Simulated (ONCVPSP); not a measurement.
# Ca: the cost of one run

Program: ONCVPSP 4.0.1.1 (patched build). Reference atom: PBE, scalar-relativistic, spherical and spin-unpolarised. All values are calculated.

## 1. Starting point

Typed settings, in words:

```
element                 : calcium (Ca, Z = 20)
type                    : optimised norm-conserving Vanderbilt (ONCV)
frozen core             : [Ne]
valence charge          : 10
reference configuration : 3s2 3p6 4s2
partial waves           : 3s+4s: rc 2.05 bohr, ncon 4, nbas 8, qcut 6.2 1/bohr, 2 projectors; 3p: rc 1.25 bohr, ncon 4, nbas 9, qcut 7.8 1/bohr, 2 projectors, debl 3.3 Ha; d scattering state at 0.07 Ha: rc 1.70 bohr, ncon 4, nbas 9, qcut 6.5 1/bohr, 3 projectors, debl 3 Ha; f scattering state at 0.36 Ha: rc 2.15 bohr, ncon 3, nbas 7, qcut 3.8 1/bohr, 3 projectors, debl 1.7 Ha
local potential         : polynomial inside 1.05 bohr (lpopt 5, dvloc0 0 Ha)
core correction         : Teter function, fcfact 1.75, rcfact 1.8
```

An earlier all-electron run gives the scale for the radii.

All-electron outer shells of the reference configuration (PBE, scalar-relativistic, ld1.x):

```json
{"shell": "3s", "level (eV)": "-47.09", "outermost node (bohr)": "0.45", "outermost maximum (bohr)": "0.99"}
{"shell": "3p", "level (eV)": "-28.01", "outermost node (bohr)": "0.42", "outermost maximum (bohr)": "1.04"}
{"shell": "4s", "level (eV)": "-3.77", "outermost node (bohr)": "1.43", "outermost maximum (bohr)": "3.42"}
{"shell": "3d", "level (eV)": "-1.95", "outermost node (bohr)": "–", "outermost maximum (bohr)": "1.27"}
{"shell": "4p", "level (eV)": "-1.40", "outermost node (bohr)": "1.63", "outermost maximum (bohr)": "4.39"}
```

## 2. Generation

Contents of Ca.dat:

```
# ATOM AND REFERENCE CONFIGURATION
# atsym  z   nc   nv     iexc    psfile
  Ca 20.00    3    3        4      upf
#
#   n    l    f
    1    0    2.00
    2    0    2.00
    2    1    6.00
    3    0    2.00
    3    1    6.00
    4    0    2.00
#
# PSEUDOPOTENTIAL AND OPTIMIZATION
# lmax
    3
#
#   l,   rc,      ep,       ncon, nbas, qcut
    0    2.05    0.00    4    8    6.20
    1    1.25    0.00    4    9    7.80
    2    1.70    0.07    4    9    6.50
    3    2.15    0.36    3    7    3.80
#
# LOCAL POTENTIAL
# lloc, lpopt,  rc(5),   dvloc0
    4    5    1.05    0.00
#
# VANDERBILT-KLEINMAN-BYLANDER PROJECTORs
# l, nproj, debl
    0    2    1.00
    1    2    3.30
    2    3    3.00
    3    3    1.70
#
# MODEL CORE CHARGE
# icmod, fcfact, rcfact
    3    1.75    1.80
#
# LOG DERIVATIVE ANALYSIS
# epsh1, epsh2, depsh
   -3.00    5.00    0.02
#
# OUTPUT GRID
# rlmax, drl
    6.00    0.01
#
# TEST CONFIGURATIONS
# ncnf
    4
# nvcnf
#   n    l    f
    3
    3    0    2.00
    3    1    6.00
    4    0    1.00
#
    3
    3    0    2.00
    3    1    6.00
    4    0    0.00
#
    3
    3    0    2.00
    3    1    6.00
    4    0    1.50
#
    4
    3    0    2.00
    3    1    6.00
    4    0    0.00
    4    1    1.00
#
```

The run is started by

```sh
$ oncvpsp.x < Ca.dat > Ca.out
```

**Question.** How long does this run take on 1 thread of Neoverse-V2, shared host?

About 5 s.
